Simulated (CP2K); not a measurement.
**SiSe in CP2K: the effect of functional**

The system is SiSe.

```
Si Se
1.0
     3.59520    0.00000    0.00000
    -1.79760    3.11353    0.00000
     0.00000    0.00000    3.59873
Si Se
1 1
Cartesian
  1.7976 1.0378 1.7994
  0.0000 0.0000 0.0000
```

The cell was built by a generator and needn't be a form met in nature.

Alike in all runs:

| Quantity | Value |
| --- | --- |
| Program | CP2K 2026.2 |
| Task | band structure |
| Potentials or basis | POTENTIAL_UZH Si GTH-PBE-q4, Se GTH-PBE-q6; TZVP-MOLOPT-PBE-GTH basis |
| Density cutoff | 9184 eV |
| k mesh | 9 × 9 × 7 |
| Occupations | fermi-dirac, width 0.05 eV |
| Spin | no spin polarisation |

```csv
functional,pressure (GPa)
LDA,-1.4
PBEsol,-1.4
WC,-0.9
PW91,1.4
BLYP,?
HLE17,-1.7
```

**Question.** What does the run with functional BLYP give?

**Answer.** Pressure 7.0 GPa.

Caveats: the potentials were made for another functional, which shifts forces and pressure; the basis of atomic orbitals isn't converged, which shifts pressures, moduli and gaps; the potentials were made for a functional far from this one (some runs).

Runs at the PBE level aren't shown here.
